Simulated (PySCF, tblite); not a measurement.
**C₂H₁₄AsNSi₃: geometry, infrared bands and NMR shifts**

Aim: predict the infrared bands and NMR shifts of C₂H₁₄AsNSi₃ (`CN[SiH2][As]([SiH3])C[SiH3]`).

The runs use tblite 0.8.0 and PySCF 2.14.0, with density-fitted response routines of our own; the level of theory stands in each step. All values are computed, except where a source is named. Atoms are numbered from 0 throughout.

### Step 1. The molecule as given

21 atoms, charge 0, multiplicity 1; geometry from: force field or distance geometry start.

Bonds of the start (Å): C0–N1 1.45, N1–Si2 1.78, Si2–As3 2.33, As3–Si4 2.34, As3–C5 1.98, C5–Si6 1.87, C0–H7 1.12, C0–H8 1.11, C0–H9 1.13, N1–H10 1.03, Si2–H11 1.49, Si2–H12 1.47, Si4–H13 1.47, Si4–H14 1.48, Si4–H15 1.46, C5–H16 1.13, C5–H17 1.11, Si6–H18 1.46, Si6–H19 1.47, Si6–H20 1.47.

### Step 2. Relaxing the molecule with GFN2-xTB

What the job is given:

```
{"job": {"kind": "relax", "xc": "GFN2-xTB", "basis": "xTB"}, "charge": 0, "multiplicity": 1}
C     -3.381400    -1.340200    -0.755500
N     -1.936700    -1.346200    -0.810600
Si    -1.340100    -0.144800     0.361100
As     0.678600     0.821300    -0.298100
Si     0.648900     2.934100     0.698300
C      2.170800    -0.126400     0.601000
Si     3.061400    -1.287200    -0.563600
H     -3.816300    -0.610000    -1.485700
H     -3.815700    -2.350300    -0.891000
H     -3.717000    -0.969100     0.257200
H     -1.663200    -1.141100    -1.787500
H     -2.314900     0.982000     0.379000
H     -1.139300    -0.679800     1.716000
H      0.923800     2.688400     2.123400
H     -0.725500     3.451000     0.490500
H      1.662400     3.803600     0.114300
H      2.918100     0.679600     0.853000
H      1.803000    -0.633300     1.516100
H      2.111300    -1.905600    -1.476500
H      4.088400    -0.547700    -1.316700
H      3.774400    -2.261200     0.274900
```

Launch:

```bash
$ OMP_NUM_THREADS=1 python probes_run.py task.json out
```

This one command runs all jobs of the session in turn.

**Question.** This job is followed by: GFN2-xTB harmonic vibrations, gas phase; GIAO PBE0/pcSseg-1 NMR shielding, non-relativistic, gas phase. Predict these results of the whole session: strongest single infrared mode (GFN2-xTB); zero-point energy (GFN2-xTB); ¹³C shifts against TMS (PBE0/pcSseg-1); ¹H shifts against TMS (PBE0/pcSseg-1, means over atoms taken as alike); ¹⁵N shifts against NH3 (PBE0/pcSseg-1); ²⁹Si shifts against TMS (PBE0/pcSseg-1); ⁷⁵As shifts against AsH3 (PBE0/pcSseg-1).

The runs gave:

| quantity | value |
| --- | --- |
| strongest single infrared mode (GFN2-xTB) | 776 cm⁻¹, 557 km/mol |
| zero-point energy (GFN2-xTB) | 90.0 kcal/mol |
| ¹³C shifts against TMS (PBE0/pcSseg-1) | 34.1, -1.5 ppm |
| ¹H shifts against TMS (PBE0/pcSseg-1, means over atoms taken as alike) | 5.12, 4.14, 4.04, 2.84, 0.72, -0.25 ppm |
| ¹⁵N shifts against NH3 (PBE0/pcSseg-1) | 24.0 ppm |
| ²⁹Si shifts against TMS (PBE0/pcSseg-1) | -16.8, -69.3, -78.6 ppm |
| ⁷⁵As shifts against AsH3 (PBE0/pcSseg-1) | 101 ppm |

**Reading.** Relaxing lowered the energy by 0.863 eV in 182 steps; the close pair that moved most is N1–Si2, from 1.781 to 1.721 Å. All 57 modes are real, so the xTB geometry is a minimum. Unscaled tight-binding wavenumbers are off by several per cent, some by more. Its intensities can rank the bands wrongly. At PBE0/pcSseg-1: The largest span, 398 ppm, is at As3, where the paramagnetic term is -994 ppm. Spin-orbit coupling is left out, which matters for shieldings and couplings at and beside the heavy atoms.
